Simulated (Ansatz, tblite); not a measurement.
**[Cu(NH2)2]- (CuN2H4−): rung by rung**

Aim: run the singlet of [Cu(NH2)2]- (CuN2H4−) at one geometry on many levels, and compare frontier levels, spin and run time.

The runs use Ansatz 0.2.0, Gaussian basis; as each input shows.

Levels to be run: GFN1-xTB, GFN2-xTB, PBE-D4/def2-TZVPD, r2SCAN-D4/def2-TZVPD, revPBE-D4/def2-TZVPD, B3LYP-D4/def2-TZVPD, BHLYP-D4/def2-TZVPD, r2SCANh-D4/def2-TZVPD, ωB97X-V/def2-TZVPD, HSE06-D4/def2-TZVPD, HF/def2-TZVPD, PBE-D4/def2-SVPD, PBE0-D4/def2-SVPD, HF/STO-3G, HF/6-31G, B3LYP-D4/6-31G, CCSD(T)/def2-TZVPPD, MP2/def2-TZVPD, RPA/def2-TZVPD.

## 1. The geometry

The singlet was relaxed beforehand with r2SCAN-D4/def2-TZVPD.

7 atoms, charge -1, spin multiplicity 1.

Bond lengths: Cu1–N2 1.859 Å, Cu1–N5 1.859 Å, N2–H3 1.022 Å, N2–H4 1.022 Å, N5–H6 1.022 Å, N5–H7 1.022 Å. Angles: N2–Cu1–N5 174.6°, Cu1–N2–H3 111.1°, Cu1–N2–H4 111.3°, H3–N2–H4 104.0°, Cu1–N5–H6 111.1°, Cu1–N5–H7 111.3°, H6–N5–H7 104.0°.

Formally the metal is d10. No spin-orbit coupling is included. The ion is computed in the gas phase, without counter-ions or solvent.

PBE0-D4/def2-TZVPD was run before; its log isn't repeated, and its numbers join the tables.

## 2. GFN1-xTB

Tight binding, by tblite at 300 K electronic temperature and without a spin-polarisation term:

```python
tblite.interface.Calculator('GFN1-xTB', numbers, positions, charge=-1, uhf=0).singlepoint()
```

Energy -360.3696 eV, HOMO -3.74 eV, LUMO 1.94 eV; 0.003 s.

## 3. GFN2-xTB

Tight binding, by tblite at 300 K electronic temperature and without a spin-polarisation term:

```python
tblite.interface.Calculator('GFN2-xTB', numbers, positions, charge=-1, uhf=0).singlepoint()
```

Energy -324.7067 eV, HOMO -2.32 eV, LUMO 4.77 eV; 0.002 s.

## 4. PBE-D4/def2-TZVPD

start.molden holds the orbitals of an earlier run on this state, given as this run's starting guess.

in.yaml reads:

```yaml
crystal:
  periodic: [false, false, false]
  atoms:
    - {symbol: Cu, position_ang: [-0.081447, -0.093208, 0.000394]}
    - {symbol: N, position_ang: [-0.300573, -0.010126, 1.844906]}
    - {symbol: H, position_ang: [0.093352, 0.853350, 2.223941]}
    - {symbol: H, position_ang: [0.225451, -0.749895, 2.315284]}
    - {symbol: N, position_ang: [0.022419, -0.308099, -1.843579]}
    - {symbol: H, position_ang: [0.823843, 0.195950, -2.228402]}
    - {symbol: H, position_ang: [-0.783046, 0.112039, -2.312544]}
basis:
  gaussian: {orbitals: def2-TZVPD, initial_orbitals: start.molden}
total_charge: -1
hamiltonian: {xc: pbe, dispersion: d4}
scf: {omitted_lower_state_checks: [starts]}
output: {orbitals: {seedname: orbitals}}
```

On the command line:

```console
$ ansatz run in.yaml --threads 4 --pin off --events-out ev --progress --plain --max-ram 3916MiB
```

After this run come: r2SCAN-D4/def2-TZVPD; revPBE-D4/def2-TZVPD; B3LYP-D4/def2-TZVPD; BHLYP-D4/def2-TZVPD; r2SCANh-D4/def2-TZVPD; ωB97X-V/def2-TZVPD; HSE06-D4/def2-TZVPD; HF/def2-TZVPD; PBE-D4/def2-SVPD; PBE0-D4/def2-SVPD; HF/STO-3G; HF/6-31G; B3LYP-D4/6-31G; CCSD(T)/def2-TZVPPD; MP2/def2-TZVPD; RPA/def2-TZVPD.

Before running them: what should the planned runs give, taken together? Wanted: gap in def2-TZVPD, named functionals and Hartree-Fock, smallest and largest; correlation energy, CCSD(T)/def2-TZVPPD; correlation energy, MP2/def2-TZVPD; PBE0 total energy, smallest basis above largest.

**Answer**, as computed:

| quantity | value |
| --- | --- |
| gap in def2-TZVPD, named functionals and Hartree-Fock, smallest and largest | 2.59 eV (revPBE-D4), 9.00 eV (HF) |
| correlation energy, CCSD(T)/def2-TZVPPD | -27.40 eV |
| correlation energy, MP2/def2-TZVPD | -25.72 eV |
| PBE0 total energy, smallest basis above largest | 9.81 eV (def2-SVPD, def2-TZVPD) |

What this shows: Orbital gaps of the named functionals and Hartree-Fock in def2-TZVPD span 2.59 eV (revPBE-D4) to 9.00 eV (HF); exact exchange widens it. PBE-D4, revPBE-D4, r2SCAN-D4, r2SCANh-D4 put the HOMO above zero; others here keep it below zero, so the sign hangs on the functional's self-interaction and doesn't show that the species is unbound.
